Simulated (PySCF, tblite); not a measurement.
**s-BuOEt (C₆H₁₄O): geometry, infrared bands, NMR shifts, spin-spin couplings and electronic excitations**

Aim: predict the infrared bands, NMR shifts, spin-spin couplings and electronic excitations of s-BuOEt (C₆H₁₄O) (`CCO[C@H](C)CC`).

Programs: tblite 0.8.0 and PySCF 2.14.0, with density-fitted response routines of our own. Each step states its level of theory. These are calculated values for one molecule in the gas phase, unless marked as measured. Atoms count from 0, in the outputs and in this text.

### Step 1. Starting geometry

21 atoms, charge 0, multiplicity 1; geometry from: force field or distance geometry start.

Bonds of the start (Å): C0–C1 1.52, C1–O2 1.39, O2–C3 1.38, C3–C4 1.52, C3–C5 1.48, C5–C6 1.49, C0–H7 1.12, C0–H8 1.09, C0–H9 1.12, C1–H10 1.11, C1–H11 1.11, C3–H12 1.14, C4–H13 1.10, C4–H14 1.12, C4–H15 1.11, C5–H16 1.14, C5–H17 1.12, C6–H18 1.10, C6–H19 1.13, C6–H20 1.13.

### Step 2. Optimising the geometry with GFN2-xTB

What the job is given:

```
{"job": {"kind": "relax", "xc": "GFN2-xTB", "basis": "xTB"}, "charge": 0, "multiplicity": 1}
C     -2.734900    -1.068500    -0.253100
C     -1.623100    -0.297500     0.429700
O     -0.580700    -0.040500    -0.457400
C      0.414800     0.663600     0.186900
C      0.510600     2.026800    -0.476000
C      1.777300     0.085500     0.082600
C      1.987300    -1.290000     0.601500
H     -2.852200    -0.626800    -1.274400
H     -2.494500    -2.131800    -0.287800
H     -3.677900    -0.828200     0.301700
H     -1.315000    -0.907900     1.306900
H     -2.110700     0.624900     0.810100
H      0.085000     0.794000     1.269800
H     -0.475100     2.509200    -0.558900
H      0.942000     1.824000    -1.487500
H      1.181100     2.647100     0.155600
H      2.484000     0.785400     0.633400
H      2.103900     0.171400    -0.989500
H      1.098800    -1.932500     0.632200
H      2.754600    -1.770800    -0.069300
H      2.515600    -1.220400     1.597900
```

On the command line:

```
$ OMP_NUM_THREADS=1 python probes_run.py task.json out
```

The driver reads the jobs from task.json and runs them one after another.

**Question.** This job is followed by: GFN2-xTB harmonic vibrations, gas phase; PBE0-D3(BJ)/def2-SVP geometry optimisation, gas phase; GIAO PBE0/pcSseg-1 NMR shielding, non-relativistic, gas phase; B3LYP/pcJ-1 indirect spin-spin coupling, non-relativistic, gas phase; TDDFT CAM-B3LYP/def2-SVPD, vertical, gas phase, core orbitals frozen in the response; GIAO wB97X-D/pcSseg-1 NMR shielding, non-relativistic, gas phase. Predict these results of the whole session: strongest single infrared mode (GFN2-xTB); zero-point energy (GFN2-xTB); point group; rotational constants (main isotopes); 13C shifts against TMS (PBE0/pcSseg-1); 1H shifts against TMS (PBE0/pcSseg-1, means over atoms taken as alike); 17O shifts against H2O (PBE0/pcSseg-1); largest coupling of the table (B3LYP/pcJ-1); lowest singlet (CAM-B3LYP/def2-SVPD); brightest single state of those computed; lowest triplet; vertical ionisation energy (ΔSCF); range of the shift of O2.

The runs gave:

| quantity | value |
| --- | --- |
| strongest single infrared mode (GFN2-xTB) | 2831 cm⁻¹, 80 km/mol |
| zero-point energy (GFN2-xTB) | 118.9 kcal/mol |
| point group | C1 |
| rotational constants (main isotopes) | 3.46, 1.66, 1.21 GHz |
| 13C shifts against TMS (PBE0/pcSseg-1) | 77.9, 65.5, 33.6, 19.5, 17.4, 12.7 ppm |
| 1H shifts against TMS (PBE0/pcSseg-1, means over atoms taken as alike) | 3.63, 2.91, 2.81, 1.26, 1.24, 1.10, 1.08, 1.03 ppm |
| 17O shifts against H2O (PBE0/pcSseg-1) | 70.0 ppm |
| largest coupling of the table (B3LYP/pcJ-1) | 1J(C,H) C1–H11, 141.9 Hz |
| lowest singlet (CAM-B3LYP/def2-SVPD) | 7.24 eV (171 nm), f = 0.010 |
| brightest single state of those computed | state 10, 9.23 eV, f = 0.061 |
| lowest triplet | 7.08 eV |
| vertical ionisation energy (ΔSCF) | 9.47 eV |
| range of the shift of O2 | 62.8 to 70.0 ppm |

**Reading.** Over 148 steps the energy fell by 0.827 eV; of the close pairs, C3–C5 changed most, 1.484 to 1.532 Å (GFN2-xTB). No mode is imaginary among the 57: a minimum at this level. The strongest single mode, at 2831 cm⁻¹, moves mainly H10. GFN2-xTB is a fitted tight-binding method: band positions and strengths are rough. Its intensities can rank the bands wrongly. Over 6 steps the energy fell by 0.060 eV; of the close pairs, C6–H20 changed most, 1.088 to 1.102 Å (PBE0/def2-SVP). No frequency check was run at this level, so the end point may be a saddle. Of the pairs tabulated at B3LYP/pcJ-1, C1–H11 couples most strongly (141.9 Hz; Fermi contact 140.8 Hz). Couplings across rotatable bonds belong to this one conformer; where others are populated, the observed values are averages. The lowest singlet, at 7.24 eV, is HOMO→LUMO 0.88 and is weak; of the 10 states computed, the strongest absorption comes from state 10 at 9.23 eV (the last computed, so partners may be missing). The lowest triplet lies 0.15 eV below the lowest singlet (triplets in Tamm-Dancoff, singlets in full TDDFT). At CAM-B3LYP/def2-SVPD, the highest states lie near or above the ionisation energy, where they hang on the basis. ΔSCF puts the ionisation energy at 9.47 eV, 0.73 eV above −ε(HOMO). In ppm, O2 moves most: its shift spreads over 7.2 ppm, from 62.8 (wB97X-D/pcSseg-1) to 70.0 (PBE0/pcSseg-1).
